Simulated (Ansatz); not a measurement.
# CH5NSSi: the cost of one run

The runs use Ansatz 0.2.0, Gaussian basis; the settings change from run to run.

### 1 The molecule

The structure was relaxed beforehand with PBE0-D4 in a triple-zeta def2 set.

SMILES `C=N[SiH2]S`, 9 atoms, charge 0, spin multiplicity 1.

Atoms are counted from 1 here; the program's logs count them from 0.

Bond lengths: C1–N2 1.258 Å, C1–H5 1.102 Å, C1–H6 1.096 Å, N2–Si3 1.739 Å, Si3–S4 2.128 Å, Si3–H7 1.481 Å, Si3–H8 1.491 Å, S4–H9 1.344 Å. Angles: N2–C1–H5 124.3°, N2–C1–H6 120.3°, H5–C1–H6 115.4°, C1–N2–Si3 124.2°, N2–Si3–S4 110.0°, N2–Si3–H7 106.5°, N2–Si3–H8 113.3°, S4–Si3–H7 111.5°, S4–Si3–H8 104.6°, H7–Si3–H8 110.9°, Si3–S4–H9 94.1°.

### 2 B3LYP/ANO-RCC-VTZP

This run has atoms shaken by 0.08 Å, a grid of angular degree 47, high accuracy.

Input file in.yaml:

```yaml
crystal:
  periodic: [false, false, false]
  atoms:
    - {symbol: C, position_ang: [0.093871, 1.306725, -1.227408]}
    - {symbol: N, position_ang: [-0.081148, 0.906869, 0.016395]}
    - {symbol: Si, position_ang: [0.288197, -0.814250, 0.306823]}
    - {symbol: S, position_ang: [-1.184872, -1.472524, 1.559324]}
    - {symbol: H, position_ang: [0.005871, 0.742244, -2.153164]}
    - {symbol: H, position_ang: [-0.188818, 2.432572, -1.392998]}
    - {symbol: H, position_ang: [1.742357, -0.938868, 1.046985]}
    - {symbol: H, position_ang: [0.547715, -1.757706, -1.002973]}
    - {symbol: H, position_ang: [-1.112681, -0.531116, 2.520117]}
basis:
  gaussian: {orbitals: ANO-RCC-VTZP, final_grid: {core_spheres: 20, valence_spheres: 16, degree: 47}}
hamiltonian: {xc: {name: B3LYP}}
accuracy: high
```

Run with:

```sh
ansatz run in.yaml --threads 2 --pin off --events-out ev --progress --plain --max-ram 4352MiB
```

What time and memory should one allow on 2 threads of Intel Xeon Platinum 8488C, shared host?

About 76 s, with a peak of 1.3 GiB.
